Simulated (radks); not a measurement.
**O²⁺ with its nuclear charge varied continuously**

The task here is to estimate one member of a computed series from the others.

Method: non-relativistic Kohn-Sham, BLYP, spin-polarised, spherical densities, point nucleus; open shells are filled with parallel spins first. Code: radks (a radial shooting solver on a logarithmic mesh, Libxc functionals) version 1.

## Starting point

```
element       : oxygen (Z = 8)
charge        : +2
electrons     : 6
configuration : [He] 2s2 2p2
```

The outer shells:

O²⁺
```
[He] core
2s [↑↓]
2p [↑ ][↑ ][  ]
```

Set-up of the first run:

Input:

```text
Z 8
configuration [He] 2s2 2p2
relativity non-relativistic
functional b88,lyp
spin polarised
nucleus point
```

Among the steps run: Z = 8.

One table of the session follows, with a row left open; its other results are not shown here.

It belongs to the step «Z = 8». Sizes of the orbitals, from the radial functions (bohr):

```
  level     <r>  outermost maximum (interpolated)  90 % within
  1s up  0.1998                             0.129        0.358
1s down  0.1993                             0.129        0.357
  2s up   1.021                             0.826         1.60
2s down   1.047                             0.838         1.65
  2p up  0.9864                             0.731         1.64
2p down       ?                                 ?            ?
```

Estimate the missing values for 2p down.

**Answer.** <r>: 1.028; outermost maximum (interpolated): 0.748; 90 % within: 1.73. In the column «<r>» it lies between 2s up (1.021) and 2s down (1.047).
